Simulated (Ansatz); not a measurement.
MoN2:

```
Mo N
1.0
     4.34805    0.00000    0.00000
     0.00000    4.34805    0.00000
     0.00000    0.00000    2.76746
Mo N
2 4
Direct
  0.00000 0.00000 0.00000
  0.50000 0.50000 0.00000
  0.61165 0.88835 0.50000
  0.38835 0.11165 0.50000
  0.11165 0.61165 0.50000
  0.88835 0.38835 0.50000
```

Measurements of this composition are mostly on another form, of space group No. 160.

Base run:

```yaml
Program: Ansatz 0.2.0
Functional: PBEsol
Potentials_or_basis: Ansatz PAW
Cutoff: 420 eV
Density_cutoff: 1680 eV
k_mesh: 6 × 6 × 10
Occupations: fermi-dirac, width 0.05 eV
Spin: no spin polarisation
Hubbard_terms: Mo d U = 3 eV
```

Its results: band gap on the k mesh none (metal or under the smearing width); pressure -12.8 GPa; largest force 0.093 eV/Å.

Task: The run is repeated on the same cell with these changes: hubbard terms from Mo d U = 3 eV to Mo d U = 5 eV. What comes out?

Result: Band gap on the k mesh none (metal or under the smearing width); pressure -9.4 GPa; largest force 0.336 eV/Å.

Caveats: U without spin polarisation on a metal has little footing; the PAW data sets come from PBE, with cores solved anew for the run's functional, which leaves a small shift of forces and pressure.

Not every run made on this cell is shown here.
